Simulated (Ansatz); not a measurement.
# [BCl4]-: structure and electronic state

Aim: characterise [BCl4]- as a singlet: its structure, frontier levels and distribution of charge.

Method: RKS PBE0-D4/def2-TZVPD; program: Ansatz 0.2.0, Gaussian basis.

Plan: relaxation at B3LYP-D4/def2-SVPD; a search for the lowest solution at PBE0-D4/def2-SVP; a single point at PBE0-D4/def2-TZVPD; harmonic vibrations at B3LYP-D4/def2-SVPD.

## (1) The starting structure

5 atoms, charge -1, spin multiplicity 1.

Atoms are counted from 1 here; the program's logs count them from 0.

Bond lengths: B1–Cl2 1.849 Å, B1–Cl3 1.849 Å, B1–Cl4 1.850 Å, B1–Cl5 1.849 Å. Angles: Cl2–B1–Cl3 109.5°, Cl2–B1–Cl4 109.5°, Cl2–B1–Cl5 109.5°, Cl3–B1–Cl4 109.4°, Cl3–B1–Cl5 109.4°, Cl4–B1–Cl5 109.4°.

As a file:

```xyz
5
BCl4
B    -0.0002   -0.0004    0.0008
Cl    0.0111   -0.0188    1.8495
Cl    1.7390    0.0110   -0.6269
Cl   -0.8788    1.5136   -0.5966
Cl   -0.8712   -1.5055   -0.6269
```

The ion is computed in the gas phase, without counter-ions or solvent.

The start is a GFN2-xTB geometry.

## (2) Optimising with B3LYP-D4/def2-SVPD

The input, in.yaml:

```yaml
crystal:
  periodic: [false, false, false]
  atoms:
    - {symbol: B, position_ang: [-0.000180, -0.000390, 0.000840]}
    - {symbol: Cl, position_ang: [0.011140, -0.018810, 1.849470]}
    - {symbol: Cl, position_ang: [1.739030, 0.011040, -0.626870]}
    - {symbol: Cl, position_ang: [-0.878820, 1.513650, -0.596580]}
    - {symbol: Cl, position_ang: [-0.871160, -1.505490, -0.626870]}
basis:
  gaussian: {orbitals: def2-SVPD}
total_charge: -1
hamiltonian: {xc: {name: B3LYP}, dispersion: d4}
scf: {lower_state_search: "off"}
output: {orbitals: {seedname: orbitals}}
relax: {f_tol: 0.02, max_steps: 100}
```

Command:

```bash
$ ansatz run in.yaml --threads 4 --pin off --events-out ev --progress --plain --max-ram 3916MiB
```

After this run come: Searching for the lowest solution, PBE0-D4/def2-SVP; Single point, PBE0-D4/def2-TZVPD; Vibrations by finite differences.

**Question.** What will the summary of the whole plan be? Wanted: point group; commonest bond; HOMO, LUMO at PBE0-D4/def2-TZVPD; lowest, highest wavenumber.

As calculated:

| quantity | value |
| --- | --- |
| point group | Td |
| commonest bond | B–Cl, 4 of mean length 1.880 Å |
| HOMO, LUMO at PBE0-D4/def2-TZVPD | -3.80, 3.32 eV |
| lowest, highest wavenumber | 179, 670 cm⁻¹ |

**Reading.** The molecule keeps its bonding pattern by the stored test; the atoms moved 0.03 Å (rms). All wavenumbers are real: a minimum at this level.
